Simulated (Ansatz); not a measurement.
**BF in Ansatz: convergence with smearing width**

BF:

```xyz
2
Lattice="3.1457 0.0000 0.0000 0.0000 3.1132 0.0000 -0.1617 0.0000 3.3114" Properties=species:S:1:pos:R:3 pbc="T T T"
B    -0.0248   -0.0340    0.0265
F    -0.0816   -0.0172    1.6369
```

The cell was built by a generator and needn't be a form met in nature.

The cell isn't the ideal one: atoms moved at random, drawn with an rms of 0.05 Å.

| Quantity | Value |
| --- | --- |
| Program | Ansatz 0.2.0 |
| Task | convergence study |
| Functional | PBE |
| Potentials or basis | Ansatz PAW |
| Cutoff | 420 eV (not typed: the program's choice for these potentials) |
| k mesh | 6 × 6 × 6 |
| Occupations | gaussian, width 0.3 eV |
| Spin | no spin polarisation |

These are the settings of the first run; the series varies smearing width, with any setting tied to it.

Hardware: 2 threads of Arm Neoverse V2, on a shared host.

Question: The values tried are 0.3 eV, 0.2 eV, 0.15 eV, 0.1 eV, 0.05 eV, 0.025 eV, 0.01 eV, 0.005 eV, loosest first. From which on does the largest force stay within 0.005 eV/Å of the tightest run that finished?

Answer: From 0.025 eV on.

```csv
smearing width,"energy less the tightest run, at zero smearing (meV/atom)",pressure (GPa),largest force (eV/Å),SCF cycles,CPU time (s),peak memory (GiB)
0.3 eV,0.40,-4.81,1.025,6,2.4,0.3
0.2 eV,0.15,-4.74,1.032,6,2.4,0.3
0.15 eV,0.13,-4.64,1.039,6,2.4,0.3
0.1 eV,0.08,-4.50,1.047,6,2.3,0.3
0.05 eV,0.00,-4.38,1.054,6,2.4,0.3
0.025 eV,0.00,-4.39,1.053,6,2.5,0.3
0.01 eV,0.00,-4.45,1.049,7,2.7,0.3
0.005 eV,0.00,-4.46,1.048,7,2.7,0.3
```

Against the tightest run, the energy stays within 1 meV/atom from 0.3 eV on; the pressure stays within 0.1 GPa from 0.1 eV on. Narrower smearing needs a denser k mesh, so at a fixed mesh the narrowest width isn't the most accurate. The tightest run that finished is the yardstick and may itself not be fully converged.

Caveat, for the tightest run too: the pressure holds a Pulay correction of +0.4 GPa for the finite cutoff.
